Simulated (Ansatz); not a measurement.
# I: the cost of one run

Computed with Ansatz 0.2.0 (DFT r2SCAN, scalar-relativistic, plane waves, PAW, unless a step's input says otherwise).

## Step 1: Starting point

Symmetry: R-3m, No. 166, trigonal system. The conventional cell has a = 4.886 Å, b = 4.886 Å, c = 13.591 Å, α = 90.00°, β = 90.00°, γ = 120.00°. I (site symmetry 3m) is surrounded by 3 I at 3.27 Å.

Coordinates:

```cif
data_structure
_symmetry_space_group_name_H-M 'P 1'
_symmetry_Int_Tables_number 1
_cell_length_a 5.3368
_cell_length_b 5.3368
_cell_length_c 5.3368
_cell_angle_alpha 54.487
_cell_angle_beta 54.487
_cell_angle_gamma 54.487
_cell_volume 93.67
loop_
_atom_site_label
_atom_site_type_symbol
_atom_site_fract_x
_atom_site_fract_y
_atom_site_fract_z
_atom_site_occupancy
I1 I 0.22754 0.22754 0.22754 1
I2 I 0.77246 0.77246 0.77246 1
```

This is candidate A: grey arsenic (A7) type (R-3m, No. 166).

(A quick probe on a coarse mesh, which set the mesh and smearing, is not shown.)

## Step 3: Rough relaxation on the coarse mesh (candidate A)

input.yaml

```yaml
crystal:
  lattice:
    - [2.4430331898, 1.4104858698, 4.5303121478]
    - [-2.4430331898, 1.4104858698, 4.5303121478]
    - [0.0, -2.8209717396, 4.5303121478]
  atoms:
    - { symbol: I, position: [0.22754, 0.22754, 0.22754] }
    - { symbol: I, position: [0.77246, 0.77246, 0.77246] }
basis:
  ecutwfc: 500
kpoints:
  mp_grid: { grid: [6, 6, 6] }
hamiltonian:
  xc: r2scan
scf:
  occupations: { method: gaussian, width: 0.1 }
  lower_state_search: "off"
output:
  forces: true
  stress: true
  eigenvalues: true
relax:
  adjacent_minimum: "off"
  f_tol: 0.04
  max_steps: 70
  cell: { stress_tol: 0.4 }
```

**Question.** How long does this run take on 1 thread of an x86-64 CPU, shared host, and how much memory does it need?

About 29 s, with a peak of 0.71 GiB.
